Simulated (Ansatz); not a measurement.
# BFHN: the cost of one run

Computed with Ansatz 0.2.0, Gaussian basis. Level: PBE0-D4/def2-TZVP structures, single points in def2-TZVPP, no counterpoise correction.

Levels: SPW92, PBE-D4, BLYP-D4, r2SCAN-D4, B97M-V, PBE0-D4, B3LYP-D4, r2SCAN0-D4, BHLYP-D4, CAM-B3LYP-D4, wB97X-V, wB97M-V, B2PLYP, PBE-QIDH, RPA on PBE, Hartree-Fock, MP2, CCSD, CCSD(T).

Cores are frozen in the correlated methods. B3LYP uses VWN-RPA correlation. B2PLYP carries no dispersion term here.

57 further runs of the same task are left out: 1 that didn't finish, 56 set aside as unsound or not needed.

## (1) Starting geometry

The complex: 7 atoms, charge 0, spin multiplicity 1.

Atoms are counted from 1 here; the program's logs count them from 0.

Bond lengths: B1–S2 2.116 Å, B1–N3 1.305 Å, B1–F5 1.334 Å, S2–H4 1.341 Å, S2–H6 1.347 Å, N3–H7 1.009 Å. Angles: S2–B1–N3 105.5°, S2–B1–F5 104.9°, N3–B1–F5 149.7°, B1–S2–H4 91.9°, B1–S2–H6 105.0°, H4–S2–H6 94.3°, B1–N3–H7 122.2°.

Coordinates:

```
B    -0.7227    0.1717   -0.1676
S     0.7614   -1.0018    0.7790
N    -0.2703    0.4011   -1.3698
H     1.7450   -0.3609    0.1316
F    -1.6920    0.2948    0.7404
H     0.9961   -0.3869    1.9546
H    -0.8176    0.8819   -2.0683
```

Its parts: BFHN holds atoms 1, 3, 5, 7; H₂S holds atoms 2, 4, 6. Each part counts its atoms afresh in its own runs.

## (2) Relaxing BFHN alone

relax-a/in.yaml reads:

```yaml
crystal:
  periodic: [false, false, false]
  atoms:
    - {symbol: B, position_ang: [-0.722727, 0.171733, -0.167572]}
    - {symbol: N, position_ang: [-0.270267, 0.401075, -1.369843]}
    - {symbol: F, position_ang: [-1.691981, 0.294803, 0.740439]}
    - {symbol: H, position_ang: [-0.817555, 0.881923, -2.068321]}
basis:
  gaussian: {orbitals: def2-TZVP}
hamiltonian: {xc: pbe0, dispersion: d4}
relax: {f_tol: 0.005, max_steps: 200}
```

Started as:

```
ansatz run in.yaml --threads 2 --pin off --events-out ev --progress --plain --max-ram 4352MiB
```

**Question.** How long does this run take on 2 threads of Arm Neoverse V2, shared host?

About 9.5 s.
